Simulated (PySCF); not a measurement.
Molecule: OAlF2H, in a box.

```
O Al F H
1.0
    12.00000    0.00000    0.00000
     0.00000   13.00000    0.00000
     0.00000    0.00000   11.00000
O Al F H
1 1 2 1
Cartesian
  5.6580 7.6110 5.4032
  5.8894 5.9940 5.4226
  7.1735 5.3303 6.2938
  4.8670 4.9746 4.8164
  4.9644 8.0744 4.9486
```

The cell isn't the ideal one: atoms moved at random, drawn with an rms of 0.05 Å.

Base run:

| Property | Result |
| --- | --- |
| Program | PySCF 2.14.0 |
| Functional | SCAN |
| Potentials or basis | 6-31g* (all-electron) |
| k mesh | 1 × 1 × 1 |
| Occupations | fixed |
| Spin | no spin polarisation |

Its results: gap between the frontier levels 7.19 eV.

Task: After a change of settings the same cell gave: gap between the frontier levels 8.21 eV. Which change was it?
A. functional from SCAN to revPBE; dispersion from none to D3(OP)
B. functional from SCAN to PBE
C. functional from SCAN to r2SCANh

Result: C.

r2SCANh gives the wider gap, since exact exchange removes part of the self-interaction.

Caveats: this is a molecule in a periodic box at the Γ point, so its band gap is the HOMO-LUMO gap; the basis of atomic orbitals isn't converged, which shifts pressures, moduli and gaps.
